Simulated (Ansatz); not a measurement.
# Alloy of AlAs and GaP (30 of 32 Al sites, 30 of 32 As sites exchanged), 64 atoms

How does this alloy cell relax, and what gap do PBEsol and HSE06 give?

All numbers are computed with Ansatz 0.2.0 (PAW, plane waves).

### 1 The starting cell

64 atoms (30 Ga, 2 Al, 30 P, 2 As); a = 10.905 Å, b = 10.905 Å, c = 10.905 Å, α = 90.00°, β = 90.00°, γ = 90.00°. All atoms were shaken off their sites by about 0.02 Å along each axis.

Steps to follow: (2) PBEsol cell relaxation at the single k point (¼, ¼, ¼), on 1 × NVIDIA GB200 with 8 threads of Arm Neoverse-V2; (3) HSE06 single point at the Γ point alone, on 1 × NVIDIA GB200 with 8 threads of Arm Neoverse-V2.

### 2 PBEsol relaxation of the cell and the positions

The input, in.yaml:

```yaml
crystal:
  lattice:
    - [10.905249, 0.000000, 0.000000]
    - [0.000000, 10.905249, 0.000000]
    - [0.000000, 0.000000, 10.905249]
  atoms:
    - { symbol: Ga, position: [0.999338, 0.001034, 0.000045] }
    - { symbol: Ga, position: [0.996746, 0.995770, 0.500187] }
    - { symbol: Ga, position: [0.997785, 0.503246, 0.998346] }
    - { symbol: Ga, position: [0.996758, 0.497445, 0.504208] }
    - { symbol: Ga, position: [0.503240, 0.001368, 0.997118] }
    - { symbol: Ga, position: [0.500507, 0.502600, 0.999061] }
    - { symbol: Ga, position: [0.502624, 0.502706, 0.500704] }
    - { symbol: Ga, position: [0.248542, 0.251979, 0.999169] }
    - { symbol: Ga, position: [0.248920, 0.252279, 0.501933] }
    - { symbol: Ga, position: [0.251873, 0.751256, 0.999410] }
    - { symbol: Ga, position: [0.248682, 0.750060, 0.499456] }
    - { symbol: Ga, position: [0.749948, 0.249433, 0.002671] }
    - { symbol: Ga, position: [0.747759, 0.246536, 0.499734] }
    - { symbol: Ga, position: [0.747616, 0.749259, 0.003245] }
    - { symbol: Ga, position: [0.750311, 0.750093, 0.500048] }
    - { symbol: Ga, position: [0.250214, 0.001208, 0.250741] }
    - { symbol: Ga, position: [0.250465, 0.001566, 0.749603] }
    - { symbol: Ga, position: [0.248460, 0.500352, 0.249298] }
    - { symbol: Ga, position: [0.249923, 0.498025, 0.750323] }
    - { symbol: Ga, position: [0.749542, 0.001240, 0.249310] }
    - { symbol: Ga, position: [0.750745, 0.999393, 0.749908] }
    - { symbol: Ga, position: [0.749244, 0.501724, 0.250151] }
    - { symbol: Ga, position: [0.749894, 0.500725, 0.749688] }
    - { symbol: Ga, position: [0.997563, 0.247526, 0.247649] }
    - { symbol: Ga, position: [0.999792, 0.248356, 0.750570] }
    - { symbol: Ga, position: [0.998352, 0.750534, 0.250332] }
    - { symbol: Ga, position: [0.000674, 0.750040, 0.752275] }
    - { symbol: Ga, position: [0.496586, 0.250505, 0.248946] }
    - { symbol: Ga, position: [0.498986, 0.250930, 0.751911] }
    - { symbol: Ga, position: [0.497145, 0.752282, 0.746030] }
    - { symbol: Al, position: [0.498521, 0.997915, 0.497856] }
    - { symbol: Al, position: [0.500125, 0.752868, 0.250109] }
    - { symbol: P, position: [0.124764, 0.123321, 0.124304] }
    - { symbol: P, position: [0.126002, 0.125953, 0.624113] }
    - { symbol: P, position: [0.120920, 0.625657, 0.124707] }
    - { symbol: P, position: [0.123418, 0.624061, 0.625670] }
    - { symbol: P, position: [0.624428, 0.127554, 0.124932] }
    - { symbol: P, position: [0.625451, 0.128372, 0.624776] }
    - { symbol: P, position: [0.621897, 0.626100, 0.123804] }
    - { symbol: P, position: [0.372189, 0.375472, 0.123318] }
    - { symbol: P, position: [0.374176, 0.372604, 0.621806] }
    - { symbol: P, position: [0.377211, 0.874584, 0.123141] }
    - { symbol: P, position: [0.375730, 0.875614, 0.626025] }
    - { symbol: P, position: [0.875392, 0.378688, 0.126966] }
    - { symbol: P, position: [0.874792, 0.372727, 0.626608] }
    - { symbol: P, position: [0.873392, 0.873556, 0.126211] }
    - { symbol: P, position: [0.878120, 0.873956, 0.621739] }
    - { symbol: P, position: [0.379028, 0.125801, 0.372224] }
    - { symbol: P, position: [0.374560, 0.124769, 0.872672] }
    - { symbol: P, position: [0.373532, 0.623104, 0.373301] }
    - { symbol: P, position: [0.374360, 0.622652, 0.872543] }
    - { symbol: P, position: [0.870253, 0.123825, 0.374503] }
    - { symbol: P, position: [0.877611, 0.126640, 0.876656] }
    - { symbol: P, position: [0.873759, 0.625572, 0.376172] }
    - { symbol: P, position: [0.875216, 0.622853, 0.875147] }
    - { symbol: P, position: [0.124224, 0.374347, 0.374767] }
    - { symbol: P, position: [0.122346, 0.375859, 0.872841] }
    - { symbol: P, position: [0.126457, 0.874568, 0.375628] }
    - { symbol: P, position: [0.125994, 0.877172, 0.876067] }
    - { symbol: P, position: [0.625234, 0.376521, 0.376030] }
    - { symbol: P, position: [0.626269, 0.374133, 0.876574] }
    - { symbol: P, position: [0.623877, 0.873293, 0.373603] }
    - { symbol: As, position: [0.625481, 0.623333, 0.625746] }
    - { symbol: As, position: [0.625006, 0.875149, 0.877019] }
  symmetry: { detect: false }
kpoints:
  mp_grid: { grid: [1, 1, 1], shift: [0.25, 0.25, 0.25] }
hamiltonian:
  xc: pbesol
scf:
  occupations: { method: fermi_dirac, width: 0.01 }
relax:
  f_tol: 0.03
  max_steps: 80
  escape_saddle: false
  adjacent_minimum: "off"
  cell: { fix: [shape] }
output:
  forces: true
  eigenvalues: true
  populations: true
```

Launch:

```
$ ansatz run in.yaml --threads 8 --pin off --max-ram 118750MiB --runs-dir r --events-out ev --progress --plain --backend cuda --devices 0, --max-vram 170GiB
```

The runs that follow: HSE06 single point.

**Question.** What will these runs give? Wanted: for each run, top filled to lowest empty.

The runs gave:

| level | time | k points | top filled to lowest empty (eV) |
| --- | --- | --- | --- |
| PBEsol, relaxation | 4.8 s (GPU) | (¼, ¼, ¼) | 1.94 |
| HSE06 | 19 s (GPU) | Γ | 2.21 |

```
     quantity                                                                         value
   relaxation                                              4 recorded steps, 0.57 eV gained
largest shift                                                                  0.11 Å (Ga7)
 relaxed cell  a = 10.908 Å, b = 10.908 Å, c = 10.908 Å, α = 90.00°, β = 90.00°, γ = 90.00°
   mean bonds                                         Al–P 2.368, As–Ga 2.422, Ga–P 2.357 Å
```

**Reading.** Relaxation gains 0.57 eV, with shifts up to 0.11 Å (Ga7), while the volume changes by +0.1 %. The mean lengths of the listed bonds run from Ga–P 2.36 Å to As–Ga 2.42 Å. The relaxation ran on other k points, so part of any difference from the later rows can come from the mesh. Spin–orbit coupling is left out, which matters for the band edges of the heavier elements here. With one k point the spacing samples only the states that fold onto it, so it can exceed the gap over the zone.
